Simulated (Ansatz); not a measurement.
Wanted: the native input for an Ansatz 0.2.0 run.

```yaml
Task: work function
Functional: LDA
Potentials_or_basis: all-electron LAPW, scalar-relativistic
Cutoff: 295 eV (chosen from the basis error)
Basis_error_allowed: 0.002 eV/atom
k_mesh: 8 × 8 × 1
Occupations: fermi-dirac, width 0.05 eV
Spin: no spin polarisation
Boundary_across_the_vacuum: open (a slab, not repeated across the vacuum)
```

MoPt, a sheet with vacuum:

```xyz
2
Lattice="3.5513 0.0000 0.0000 0.0000 3.5513 0.0000 0.0000 0.0000 23.8000" Properties=species:S:1:pos:R:3 pbc="T T T"
Mo    1.7756    1.7756    7.0001
Pt    0.0000    0.0000    7.0001
```

The cell was built by a generator and needn't be a form met in nature.

One way to write it, as run:

input.yaml

```yaml
crystal:
  lattice:
    - [3.5513, 0.0, 0.0]
    - [0.0, 3.5513, 0.0]
    - [0.0, 0.0, 23.8]
  atoms:
    - { symbol: Mo, position: [0.5, 0.5, 0.29412] }
    - { symbol: Pt, position: [0.0, 0.0, 0.29412] }
  periodic: [true, true, false]
kpoints:
  mp_grid: { grid: [8, 8, 1] }
scf:
  occupations: { method: fermi_dirac, width: 0.05 }
hamiltonian:
  xc: lda
  pseudopotentials: { kind: all_electron, lapw: { basis_error: 0.002 } }
output:
  forces: true
  stress: true
  eigenvalues: true
```

Potentials or basis: all-electron LAPW, scalar-relativistic.

Launch:

```sh
$ ansatz run input.yaml --threads 4 --pin off --max-ram 12288MiB --backend cpu --events-out ev --progress --plain --runs-dir out
```

It gave:

The band gap on the k mesh is none (metal or under the smearing width). The work function is 5.35 eV.

It took 11 s on 4 threads of Arm Neoverse V2 (shared host), peak memory 0.89 GiB.
